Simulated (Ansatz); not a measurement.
# C2H8OSi2: up Jacob's ladder to CCSD(T)

An exercise on one series of results from a longer session: the logs are not shown, and one member is left open.

The runs use Ansatz 0.2.0, Gaussian basis; functionals in def2-TZVPP, the program's frozen cores in correlated methods.

The runs, in order: LDA (SPW92), PBE-D4, revPBE-D4, BLYP-D4, r2SCAN-D4, B97M-V, PBE0-D4, B3LYP-D4, r2SCANh-D4, r2SCAN0-D4, HSE06-D4, BHLYP-D4, CAM-B3LYP-D4, LC-ωPBE, ωB97X-V, ωB97M-V, B2PLYP, PBE-QIDH; CCSD(T)/def2-SVP; CCSD(T)/def2-TZVPP; MP2/def2-QZVPP; extrapolation to the limit; RPA on PBE.

## The relaxed structure

All runs share one geometry, relaxed beforehand with PBE0-D4 in a triple-zeta def2 set.

13 atoms, charge 0, spin multiplicity 1.

Atoms are counted from 1 here; the program's logs count them from 0.

Bond lengths: O1–C2 1.359 Å, O1–H6 0.966 Å, C2–Si3 1.884 Å, C2–C4 1.340 Å, Si3–H7 1.483 Å, Si3–H8 1.484 Å, Si3–H9 1.484 Å, C4–Si5 1.857 Å, C4–H10 1.094 Å, Si5–H11 1.488 Å, Si5–H12 1.487 Å, Si5–H13 1.488 Å. Angles: C2–O1–H6 109.4°, O1–C2–Si3 111.2°, O1–C2–C4 123.6°, Si3–C2–C4 125.2°, C2–Si3–H7 108.3°, C2–Si3–H8 109.6°, C2–Si3–H9 109.6°, H7–Si3–H8 110.0°, H7–Si3–H9 110.0°, H8–Si3–H9 109.4°, C2–C4–Si5 127.3°, C2–C4–H10 117.0°, Si5–C4–H10 115.8°, C4–Si5–H11 112.6°, C4–Si5–H12 107.2°, C4–Si5–H13 112.6°, H11–Si5–H12 108.2°, H11–Si5–H13 107.9° and more.

Set-up of the first run:

in.yaml

```yaml
crystal:
  periodic: [false, false, false]
  atoms:
    - {symbol: O, position_ang: [-0.584485, 2.107316, 0.904636]}
    - {symbol: C, position_ang: [-0.232262, 0.888622, 0.418264]}
    - {symbol: Si, position_ang: [0.710678, -0.111525, 1.707032]}
    - {symbol: C, position_ang: [-0.526423, 0.470324, -0.820220]}
    - {symbol: Si, position_ang: [-0.096970, -1.166476, -1.586090]}
    - {symbol: H, position_ang: [-1.064929, 2.597255, 0.225150]}
    - {symbol: H, position_ang: [1.063187, -1.424268, 1.112865]}
    - {symbol: H, position_ang: [1.943586, 0.617313, 2.096767]}
    - {symbol: H, position_ang: [-0.143358, -0.309109, 2.904834]}
    - {symbol: H, position_ang: [-1.081585, 1.163702, -1.459278]}
    - {symbol: H, position_ang: [1.371409, -1.394389, -1.660741]}
    - {symbol: H, position_ang: [-0.637686, -1.159362, -2.971452]}
    - {symbol: H, position_ang: [-0.700762, -2.314204, -0.856865]}
basis:
  gaussian: {orbitals: def2-TZVPP}
hamiltonian: {xc: lda}
output: {orbitals: {seedname: orbitals}}
```

Launch:

```sh
$ ansatz run in.yaml --threads 4 --pin off --events-out ev --progress --plain --max-ram 10444MiB
```

Among the steps run: LDA; PBE-D4 (GGA); revPBE-D4 (GGA); BLYP-D4 (GGA); r2SCAN-D4 (meta-GGA); B97M-V (meta-GGA); PBE0-D4 (hybrid); B3LYP-D4 (hybrid); r2SCANh-D4 (hybrid); r2SCAN0-D4 (hybrid); HSE06-D4 (hybrid); BHLYP-D4 (hybrid); CAM-B3LYP-D4 (range-separated); LC-ωPBE (range-separated); ωB97X-V (range-separated); ωB97M-V (range-separated); B2PLYP (double hybrid); PBE-QIDH (double hybrid).

One of the session's tables, all rows but one given; the rest of the session is left out.

It belongs to the step «Orbital energies across the functionals». 

| functional | HOMO (eV) | gap (eV) |
| --- | --- | --- |
| LDA (SPW92) | -6.12 | 4.28 |
| PBE-D4 | ? | ? |
| revPBE-D4 | -5.90 | 4.36 |
| BLYP-D4 | -5.81 | 4.34 |
| r2SCAN-D4 | -6.19 | 4.72 |
| B97M-V | -6.31 | 4.75 |
| PBE0-D4 | -7.12 | 6.39 |
| B3LYP-D4 | -6.90 | 5.98 |
| r2SCANh-D4 | -6.62 | 5.49 |
| r2SCAN0-D4 | -7.28 | 6.64 |
| HSE06-D4 | -6.72 | 5.61 |
| BHLYP-D4 | -8.14 | 8.44 |
| CAM-B3LYP-D4 | -8.41 | 8.80 |
| LC-ωPBE | -9.74 | 11.22 |
| ωB97X-V | -9.39 | 10.80 |
| ωB97M-V | -9.31 | 10.57 |

**Question.** Estimate the row for PBE-D4.

As computed: HOMO (eV): -5.96; gap (eV): 4.33. In the column «HOMO (eV)» it lies between LDA (SPW92) (-6.12) and revPBE-D4 (-5.90).
